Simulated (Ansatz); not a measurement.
# GeH4O: the cost of one run

Program: Ansatz 0.2.0. Level of theory: RKS B3LYP-D4/def2-SVPD. These are calculated values, not measurements.

### Step 1. Starting point

Bond lengths: Ge1–O2 1.970 Å, O2–H3 1.010 Å, Ge1–H4 1.750 Å, Ge1–H5 1.549 Å, Ge1–H6 1.549 Å. Angles: Ge1–O2–H3 76.4°, O2–Ge1–H4 43.1°, O2–Ge1–H5 122.8°, O2–Ge1–H6 122.8°, H4–Ge1–H5 122.1°, H4–Ge1–H6 122.1°, H5–Ge1–H6 109.5°.

Structure file:

```xyz
6

Ge    0.0000    0.0000    0.0000
O     1.1168    0.0000    1.6228
H     0.2072   -0.2814    1.9600
H     1.7092    0.0000    0.3760
H    -0.7300    1.2648   -0.5162
H    -0.7300   -1.2648   -0.5162
```

### Step 2. Pulling towards end A

Springs on the bonds that form and break draw the guess towards this end; the thresholds are loose.

Input file input.yaml:

```yaml
crystal:
  periodic: [false, false, false]
  atoms:
    - { symbol: Ge, position_ang: [0.0, 0.0, 0.0] }
    - { symbol: O, position_ang: [1.1168, 0.0, 1.6228] }
    - { symbol: H, position_ang: [0.2072, -0.2814, 1.96] }
    - { symbol: H, position_ang: [1.7092, 0.0, 0.376] }
    - { symbol: H, position_ang: [-0.73, 1.2648, -0.5162] }
    - { symbol: H, position_ang: [-0.73, -1.2648, -0.5162] }
basis:
  gaussian: { orbitals: def2-SVPD }
hamiltonian:
  xc: b3lyp
  dispersion: d4
relax:
  f_tol: 0.15
  max_steps: 25
  restrain:
    - { distance: [1, 3], at: 2.21, k: 30.0 }
    - { distance: [0, 1], at: 1.77, k: 30.0 }
    - { distance: [0, 3], at: 1.55, k: 30.0 }
```

The run is started by

```bash
> ansatz run input.yaml --threads 2 --pin off --max-ram 3072MiB --backend cpu --events-out ev --progress --plain --runs-dir out
```

What time and memory should one allow on 2 threads of Arm Neoverse V1, shared host?

About 15 s, with a peak of 0.18 GiB.
